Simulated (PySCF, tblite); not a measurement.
**C6H8FS radical: geometry, infrared bands and EPR parameters**

Wanted: the infrared bands and EPR parameters of C6H8FS radical (`F/C=C\[C@H]1C[CH]SC1`), by calculation.

The runs use tblite 0.8.0 and PySCF 2.14.0, with density-fitted response routines of our own; the level of theory stands in each step. All values are computed, except where a source is named. Atoms are numbered from 0 throughout.

## 1. The starting structure

16 atoms, charge 0, multiplicity 2; geometry from: force field or distance geometry start.

Bonds of the start (Å): F0–C1 1.36, C1–C2 1.32, C2–C3 1.51, C3–C4 1.53, C4–C5 1.50, C5–S6 1.73, S6–C7 1.84, C7–C3 1.53, C1–H8 1.08, C2–H9 1.09, C3–H10 1.11, C4–H11 1.09, C4–H12 1.10, C5–H13 1.08, C7–H14 1.10, C7–H15 1.09.

## 2. Geometry optimisation with GFN2-xTB

What the job is given:

```
{"job": {"kind": "relax", "xc": "GFN2-xTB", "basis": "xTB"}, "charge": 0, "multiplicity": 2}
F      2.540000     0.210100     1.920900
C      2.384400     0.581100     0.624900
C      1.259800     0.385000    -0.031100
C      0.009200    -0.236300     0.556000
C     -1.198500     0.708200     0.537200
C     -1.865200     0.510400    -0.796600
S     -1.438800    -0.967300    -1.586000
C     -0.398900    -1.519100    -0.174100
H      3.301200     1.017700     0.250700
H      1.198900     0.704000    -1.070000
H      0.220400    -0.503300     1.608500
H     -1.911300     0.450800     1.326400
H     -0.906700     1.756700     0.676300
H     -2.621700     1.169200    -1.185400
H     -1.024700    -2.149000     0.470400
H      0.444300    -2.109400    -0.522300
```

Run with:

```console
OMP_NUM_THREADS=1 python probes_run.py task.json out
```

One launch serves the whole session: the jobs run in the order shown.

**Question.** This job is followed by: GFN2-xTB harmonic vibrations, gas phase; UKS B3LYP, pcH-1 on C F H S, non-relativistic, mean-field spin-orbit, GIAO. Predict these results of the whole session: strongest single infrared mode (GFN2-xTB); zero-point energy (GFN2-xTB); g(iso) (B3LYP); ⟨S²⟩; largest a(iso); potential on the surface of density 0.002 e/bohr³, 1st and 99th percentile.

As calculated:

| quantity | value |
| --- | --- |
| strongest single infrared mode (GFN2-xTB) | 1051 cm⁻¹, 79 km/mol |
| zero-point energy (GFN2-xTB) | 76.5 kcal/mol |
| g(iso) (B3LYP) | 2.00487 |
| ⟨S²⟩ | 0.754 (exact 0.75) |
| largest a(iso) | 1H on H11, 117.1 MHz |
| potential on the surface of density 0.002 e/bohr³, 1st and 99th percentile | -0.74 V and 1.11 V |

**Reading.** Over 46 steps the energy fell by 0.078 eV; of the close pairs, C4–C5 changed most, 1.504 to 1.482 Å. No mode is imaginary among the 42: a minimum at this level. The strongest single mode, at 1051 cm⁻¹, has its largest shares on H14, C1, H9 and F0 (the list is cut at 4 atoms). GFN2-xTB is a fitted tight-binding method: band positions and strengths are rough. Its intensities can rank the bands wrongly. C5 carries the largest spin population, 0.83 e. The isotropic g lies 2.6 ppt above the free-electron value. These values are for one conformer; the search (at its own cheap level) found 2 more, at 0.46, 2.09 kcal/mol, and measured spectra average over such forms.
